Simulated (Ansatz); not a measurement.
# CHClGa: the cost of one run

The runs use Ansatz 0.2.0, Gaussian basis; cc-pVTZ, all electrons in the functionals, frozen cores in the correlation of double hybrids and RPA.

The runs, in order: PBE, r2SCAN, PBE0, B3LYP, wB97M-V, B2PLYP, RPA-PBE, at charge 0, doublet; charge 0, quartet; charge 1, singlet; charge 1, triplet.

5 further runs of the same task are left out: 5 set aside as unsound or not needed. Runs told in other sessions of the task aren't counted.

**1. The system**

The geometry is a PBE0/def2-TZVP stationary point (not a proven minimum). No spin-orbit coupling is included. The filled d shell of Ga may be among the frozen orbitals whatever the setting's name suggests.

4 atoms, charge 0, spin multiplicity 2.

Atoms are counted from 1 here; the program's logs count them from 0.

Bond lengths: Cl1–C2 1.726 Å, C2–Ga3 2.034 Å, C2–H4 1.091 Å. Angles: Cl1–C2–Ga3 113.0°, Cl1–C2–H4 110.2°, Ga3–C2–H4 136.8°.

No dispersion term is added; wB97M-V holds VV10 nonlocal correlation. B3LYP takes the VWN-RPA correlation.

The geometry shown and the zero of energy belong to the point charge 0, doublet. The yardstick, UCCSDT(Q), and other wave-function levels (R restricted, U unrestricted, valence and pair active spaces) come from earlier runs.

**2. PBE, charge 0, doublet**

Contents of in.yaml:

```yaml
crystal:
  periodic: [false, false, false]
  atoms:
    - {symbol: Cl, position_ang: [0.000000, -0.224282, 1.993212]}
    - {symbol: C, position_ang: [0.000000, 0.873891, 0.661996]}
    - {symbol: Ga, position_ang: [0.000000, -0.064009, -1.142342]}
    - {symbol: H, position_ang: [0.000000, 1.903187, 1.023017]}
basis:
  gaussian: {orbitals: cc-pVTZ}
magnetization: {spin_polarized: true, initial_magnetization: 1}
hamiltonian: {xc: {name: PBE}}
output: {orbitals: {seedname: orbitals}}
```

Started as:

```bash
$ ansatz run in.yaml --threads 2 --pin off --events-out ev --progress --plain --max-ram 24576MiB --backend cuda --devices 0, --max-vram 18GiB
```

**Question.** How long does this run take on 1 × H100 (card shared with other runs) with 2 threads of AMD EPYC 7R13, shared host, and how much memory does it need?

About 2.7 s, with a peak of 0.77 GiB on the host.
